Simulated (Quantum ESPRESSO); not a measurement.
## Pd in Quantum ESPRESSO: the effect of pseudo set

Pd, a slab with vacuum:

```
Pd
1.0
     2.75050    0.00000    0.00000
     0.00000    2.75050    0.00000
     0.00000    0.00000   24.72450
Pd
6
Direct
  0.50000 0.50000 0.30334
  0.00000 0.00000 0.38201
  0.50000 0.50000 0.46067
  0.00000 0.00000 0.53933
  0.50000 0.50000 0.61799
  0.00000 0.00000 0.69666
```

The slab is cut from a database's or a generator's crystal, which needn't be the stable form of the element.

Alike in all runs:

| Item | Value |
| --- | --- |
| Program | Quantum ESPRESSO 7.5 |
| Task | work function |
| Functional | PBE |
| k mesh | 5 × 5 × 1 |
| Occupations | fermi-dirac, width 0.05 eV |
| Spin | no spin polarisation |

```tsv
pseudo set	cutoff	largest force (eV/Å)	work function (eV)
Ansatz NC SR PBE	1116 eV	0.21	4.89
GBRV 1.5 PBE	612 eV	0.25	4.90
JTH 2.0 PBE	612 eV	?	?
SG15 PBE 1.2	952 eV	0.22	4.88
SSSP 1.3 efficiency PBE	816 eV	0.22	4.88
```

Task: What does the run with pseudo set JTH 2.0 PBE give?

Result: Largest force 0.59 eV/Å; work function 4.86 eV.

Caveats: all runs use coarse meshes.

The runs don't all hold the same shells in valence.
